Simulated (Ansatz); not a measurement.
I need a band structure of Ge, space group Imma. Use Ansatz's Python interface. Use: LDA, PAW, cutoff 450 eV, 13×13×13 k-points, cold smearing of 0.1 eV.

Contents of `POSCAR`:
```text
Ge
1.0
  -2.49589800    2.65086300    1.43694700
   2.49589800   -2.65086300    1.43694700
   2.49589800    2.65086300   -1.43694700
Ge
2
Direct
   0.18594300    0.93594300    0.25000000
   0.81405700    0.06405700    0.75000000
```

`bands_ge.py`:
```python
"""Band structure of Ge."""

import ansatz as az
from ase.io import read
import numpy as np
from pymatgen.core import Structure

SMEARING_WIDTH = 0.1
ECUT = 450
XC = "lda"
N_EMPTY = 8

atoms = read("POSCAR", format="vasp")
structure = az.Crystal.from_ase(atoms)

# high-symmetry points in fractions of the reciprocal vectors
path = [
    ("G", (0.0, 0.0, 0.0)),
    ("R", (0.0, 0.5, 0.0)),
    ("W", (0.25, 0.25, 0.25)),
    ("S", (0.5, 0.0, 0.0)),
    ("G", (0.0, 0.0, 0.0)),
]
calc = (
    structure.calculation()
    .kpoints(13)
    .occupations(az.OccupationsMethod.COLD, width=SMEARING_WIDTH)
    .pseudopotentials("paw")
    .basis(ECUT)
    .functional(XC)
    .band_structure([point for _, point in path], intervals=6)
    .scf(extra_bands=N_EMPTY)
)
result = calc.run(threads=1)
rep = result.report

print("%-22s %14.5f eV" % ("F = E - TS", rep["free_energy_ev"]))
print("%-22s %14.5f eV" % ("E", rep["internal_energy_ev"]))
print("%-22s %14.5f eV" % ("Harris-Foulkes", rep["harris_foulkes_ev"]))
print("%-22s %14.5f eV" % ("Fermi level", rep["fermi_energy_ev"]))

final = Structure(result.lattice.cell_ang, [s.symbol for s in result.lattice.sites], [s.position_frac for s in result.lattice.sites])
# count neighbours out to a fixed multiple of the shortest distance
for index, (site, neighbours) in enumerate(zip(final, final.get_all_neighbors(5.5))):
    first = min(n.nn_distance for n in neighbours)
    shell = [n for n in neighbours if n.nn_distance < 1.1 * first]
    mean = sum(n.nn_distance for n in shell) / len(shell)
    print(f"atom {index} {site.specie.symbol}: {len(shell)} neighbours within 1.1 of the shortest distance, mean {mean:.3f} A")

print("doubts on the final state:", rep["published_state_doubts"] or "none")
print("warnings:", sorted({n["data"]["kind"] for n in result.notices if n["data"].get("severity") in ("warning", "doubt")}) or "none")

bands = result.band_structure()
fermi = bands.fermi_energy_ev
print(f"zero of the bands: {fermi:.3f} eV, the Fermi level found on the SCF mesh")
for spin, channel in enumerate(bands.channels):
    print("channel", spin, "- computed levels within 8 eV of the Fermi level")
    for i, (label, _) in enumerate(path):
        levels = channel.eigenvalues_ev[i * 6] - fermi
        print(f"  {label:3s}", " ".join(f"{e:7.3f}" for e in levels if abs(e) < 8))
```

```console
$ python bands_ge.py
F = E - TS                -8431.03578 eV
E                         -8431.03635 eV
Harris-Foulkes            -8431.03578 eV
Fermi level                  10.43396 eV
atom 0 Ge: 6 neighbours within 1.1 of the shortest distance, mean 2.755 A
atom 1 Ge: 6 neighbours within 1.1 of the shortest distance, mean 2.755 A
doubts on the final state: none
warnings: none
zero of the bands: 10.434 eV, the Fermi level found on the SCF mesh
channel 0 - computed levels within 8 eV of the Fermi level
  G    -3.902  -2.290  -1.847   3.592   6.923   7.121   7.826
  R    -5.844  -3.495  -2.189  -1.728   3.254   4.006   6.541
  W    -7.008  -7.008  -4.218  -4.218   3.865   3.865   5.134   5.134
  S    -6.954  -1.932  -1.505  -0.715   1.574   3.186   4.296
  G    -3.902  -2.290  -1.847   3.592   6.923   7.121   7.826
```

Caveats:
- Absolute energies stand on the zero of these potentials, so only differences at equal settings mean something. A total without «per atom» is that of the cell as typed.
- The negative TS is no error: cold and Methfessel-Paxton smearing have a generalised entropy.
- An absolute Fermi energy rests on an arbitrary zero of the periodic potential and has no direct meaning.
- This isn't the structure that Ge takes at ambient conditions.
- Levels are Kohn-Sham eigenvalues on this mesh, without spin-orbit coupling.
- Run time: 11 s on 1 thread of Intel(R) Xeon(R) Processor @ 2.30GHz, on a shared host, peak memory 0.74 GiB.
